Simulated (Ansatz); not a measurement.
**H₇NSSi₂: one species, many methods**

Aim: compute H₇NSSi₂ with functionals from several rungs and with coupled cluster. The yardstick is the atomisation energy at the CCSD(T) limit.

The runs use Ansatz 0.2.0, Gaussian basis; functionals in def2-TZVPP, the program's frozen cores in correlated methods.

The runs, in order: LDA (SPW92), PBE-D4, revPBE-D4, BLYP-D4, r2SCAN-D4, B97M-V, PBE0-D4, B3LYP-D4, r2SCANh-D4, r2SCAN0-D4, HSE06-D4, BHLYP-D4, CAM-B3LYP-D4, LC-ωPBE, ωB97X-V, ωB97M-V, B2PLYP, PBE-QIDH; CCSD(T)/def2-SVP; CCSD(T)/def2-TZVPP; MP2/def2-QZVPP; extrapolation to the limit; RPA on PBE.

## Step 1: The relaxed structure

An earlier PBE0-D4 in a triple-zeta def2 set relaxation fixed the geometry.

SMILES `N[SiH]([SiH3])S`, 11 atoms, charge 0, spin multiplicity 1.

Atoms are counted from 1 here; the program's logs count them from 0.

Bond lengths: N1–Si2 1.712 Å, N1–H5 1.007 Å, N1–H6 1.007 Å, Si2–Si3 2.339 Å, Si2–S4 2.161 Å, Si2–H7 1.487 Å, Si3–H8 1.489 Å, Si3–H9 1.489 Å, Si3–H10 1.488 Å, S4–H11 1.344 Å. Angles: Si2–N1–H5 120.7°, Si2–N1–H6 120.1°, H5–N1–H6 111.4°, N1–Si2–Si3 110.4°, N1–Si2–S4 110.8°, N1–Si2–H7 106.2°, Si3–Si2–S4 107.6°, Si3–Si2–H7 112.3°, S4–Si2–H7 109.7°, Si2–Si3–H8 109.6°, Si2–Si3–H9 109.2°, Si2–Si3–H10 112.1°, H8–Si3–H9 108.4°, H8–Si3–H10 108.7°, H9–Si3–H10 108.8°, Si2–S4–H11 94.9°.

## Step 2: LDA

This LDA is Slater exchange with PW92 correlation.

The input, in.yaml:

```yaml
crystal:
  periodic: [false, false, false]
  atoms:
    - {symbol: N, position_ang: [-0.645821, 1.716357, -0.592863]}
    - {symbol: Si, position_ang: [-0.154770, 0.079978, -0.710285]}
    - {symbol: Si, position_ang: [1.134841, -0.518160, 1.147689]}
    - {symbol: S, position_ang: [-1.870682, -1.232886, -0.763396]}
    - {symbol: H, position_ang: [-1.123828, 2.052292, 0.227575]}
    - {symbol: H, position_ang: [-0.933183, 2.218085, -1.417570]}
    - {symbol: H, position_ang: [0.603960, -0.035958, -1.984244]}
    - {symbol: H, position_ang: [1.324066, -1.994985, 1.170617]}
    - {symbol: H, position_ang: [0.418818, -0.117384, 2.390138]}
    - {symbol: H, position_ang: [2.472211, 0.134803, 1.133595]}
    - {symbol: H, position_ang: [-1.160212, -2.359241, -0.580757]}
basis:
  gaussian: {orbitals: def2-TZVPP}
hamiltonian: {xc: lda}
output: {orbitals: {seedname: orbitals}}
```

Further steps of the session: PBE-D4 (GGA); revPBE-D4 (GGA); BLYP-D4 (GGA); r2SCAN-D4 (meta-GGA); B97M-V (meta-GGA); PBE0-D4 (hybrid); B3LYP-D4 (hybrid); r2SCANh-D4 (hybrid); r2SCAN0-D4 (hybrid); HSE06-D4 (hybrid); BHLYP-D4 (hybrid); CAM-B3LYP-D4 (range-separated); LC-ωPBE (range-separated); ωB97X-V (range-separated); ωB97M-V (range-separated); B2PLYP (double hybrid); PBE-QIDH (double hybrid); CCSD(T) in def2-SVP; CCSD(T) in def2-TZVPP; MP2 in def2-QZVPP; RPA on PBE orbitals.

Q: Predict the results of all the runs planned. Wanted: atomisation energy, CCSD(T)/CBS; farthest beyond LDA; mean size of error, GGA; mean size of error, meta-GGA; mean size of error, hybrid; mean size of error, range-separated; mean size of error, double hybrid; gap, smallest and largest; T1 diagnostic.

**Answer**, as computed:

```
                               quantity                                                       value
        atomisation energy, CCSD(T)/CBS                                               3410.6 kJ/mol
 functionals within 17.1 kJ/mol (0.5 %)  PBE-D4, r2SCAN-D4, B97M-V, B3LYP-D4, CAM-B3LYP-D4, ωB97M-V
                    farthest beyond LDA                                     BHLYP-D4 (-68.6 kJ/mol)
                mean size of error, GGA                                                 32.0 kJ/mol
           mean size of error, meta-GGA                                                 15.0 kJ/mol
             mean size of error, hybrid                                                 37.1 kJ/mol
    mean size of error, range-separated                                                 23.3 kJ/mol
      mean size of error, double hybrid                                                 60.5 kJ/mol
              gap, smallest and largest                   4.67 eV (LDA (SPW92)), 11.52 eV (LC-ωPBE)
                          T1 diagnostic                                                      0.0118
triples share of the correlation energy                                                       3.8 %
```

What this shows: The LDA atomisation energy is off by 406.8 kJ/mol (12 %): it overbinds. PBE-D4 misses by -3.5 kJ/mol. Double hybrids carry the basis error of their MP2 part in triple zeta, and no dispersion term here, so their miss is partly the set-up's. Taken by rung, meta-GGA functionals do best (15.0 kJ/mol on average) and double hybrid ones worst beyond LDA (60.5 kJ/mol). The gap between the best rungs is small, so their order is not settled. The reference freezes the cores and leaves out relativity and excitations past (T), so misses under about 17.1 kJ/mol can't be ranked. Hartree-Fock recovers 72 % of the binding; the rest is correlation. CCSD(T) in def2-SVP is off by -296.1 kJ/mol, worse than the median functional, from the basis alone. Orbital gaps span 4.7 to 11.5 eV; exact exchange widens them.
